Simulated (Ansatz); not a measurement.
# Si3Ge2H12: small, medium and large basis sets

The task here is to estimate one member of a computed series from the others.

The runs use Ansatz 0.2.0, Gaussian basis; one geometry, several basis sets.

Plan: PBE0-D4/def2-SVP; ωB97M-V/def2-SVP; PBE0-D4/def2-QZVPP; ωB97M-V/def2-QZVPP; the functionals' def2-TZVPP values are taken from earlier runs.

1 further run of the same task is left out (it didn't finish).

### The relaxed structure

All runs share one geometry, relaxed beforehand with PBE0-D4 in a triple-zeta def2 set.

SMILES `[GeH3][SiH2][SiH2][SiH2][GeH3]`, 17 atoms, charge 0, spin multiplicity 1.

Atoms are counted from 1 here; the program's logs count them from 0.

Bond lengths: Ge1–Si2 2.380 Å, Ge1–H6 1.538 Å, Ge1–H7 1.538 Å, Ge1–H8 1.538 Å, Si2–Si3 2.338 Å, Si2–H9 1.490 Å, Si2–H10 1.489 Å, Si3–Si4 2.337 Å, Si3–H11 1.490 Å, Si3–H12 1.490 Å, Si4–Ge5 2.380 Å, Si4–H13 1.489 Å, Si4–H14 1.490 Å, Ge5–H15 1.538 Å, Ge5–H16 1.538 Å, Ge5–H17 1.538 Å. Angles: Si2–Ge1–H6 111.3°, Si2–Ge1–H7 110.3°, Si2–Ge1–H8 110.0°, H6–Ge1–H7 108.5°, H6–Ge1–H8 108.4°, H7–Ge1–H8 108.2°, Ge1–Si2–Si3 109.7°, Ge1–Si2–H9 108.8°, Ge1–Si2–H10 109.7°, Si3–Si2–H9 109.0°, Si3–Si2–H10 111.2°, H9–Si2–H10 108.3°, Si2–Si3–Si4 108.2°, Si2–Si3–H11 109.6°, Si2–Si3–H12 110.5°, Si4–Si3–H11 110.4°, Si4–Si3–H12 109.7°, H11–Si3–H12 108.4° and more.

The first run:

Input file in.yaml:

```yaml
crystal:
  periodic: [false, false, false]
  atoms:
    - {symbol: Ge, position_ang: [0.501088, 1.834191, -1.854238]}
    - {symbol: Si, position_ang: [1.728622, 0.947438, -0.017752]}
    - {symbol: Si, position_ang: [1.343259, -1.351957, 0.150360]}
    - {symbol: Si, position_ang: [-0.965834, -1.711076, 0.099245]}
    - {symbol: Ge, position_ang: [-2.034015, -0.294422, 1.685941]}
    - {symbol: H, position_ang: [0.768682, 3.338219, -2.031375]}
    - {symbol: H, position_ang: [0.891006, 1.112497, -3.155518]}
    - {symbol: H, position_ang: [-1.006697, 1.631659, -1.626954]}
    - {symbol: H, position_ang: [1.266659, 1.610014, 1.233852]}
    - {symbol: H, position_ang: [3.178386, 1.239889, -0.193802]}
    - {symbol: H, position_ang: [2.004249, -2.054569, -0.985290]}
    - {symbol: H, position_ang: [1.905170, -1.882604, 1.424295]}
    - {symbol: H, position_ang: [-1.297750, -3.133339, 0.391303]}
    - {symbol: H, position_ang: [-1.477360, -1.381346, -1.260392]}
    - {symbol: H, position_ang: [-1.477750, -0.556935, 3.095855]}
    - {symbol: H, position_ang: [-3.553859, -0.528077, 1.709665]}
    - {symbol: H, position_ang: [-1.773855, 1.180409, 1.334796]}
basis:
  gaussian: {orbitals: def2-SVP}
hamiltonian: {xc: pbe0, dispersion: d4}
output: {orbitals: {seedname: orbitals}}
```

Steps of the session up to this table: PBE0-D4 in def2-SVP; ωB97M-V in def2-SVP; PBE0-D4 in def2-QZVPP; ωB97M-V in def2-QZVPP.

One of the session's tables, all rows but one given; the rest of the session is left out.

```
functional       basis  HOMO (eV)  LUMO (eV)
   PBE0-D4    def2-SVP      -7.94      -0.24
   PBE0-D4  def2-TZVPP      -7.88      -0.41
   PBE0-D4  def2-QZVPP      -7.88      -0.47
   ωB97M-V    def2-SVP      -9.85       1.57
   ωB97M-V  def2-TZVPP          ?          ?
   ωB97M-V  def2-QZVPP      -9.82       1.00
```

Q: Estimate the row for ωB97M-V, def2-TZVPP from the others.

As computed: HOMO (eV): -9.83; LUMO (eV): 1.28. In the column «HOMO (eV)» it lies between ωB97M-V, def2-SVP (-9.85) and ωB97M-V, def2-QZVPP (-9.82).
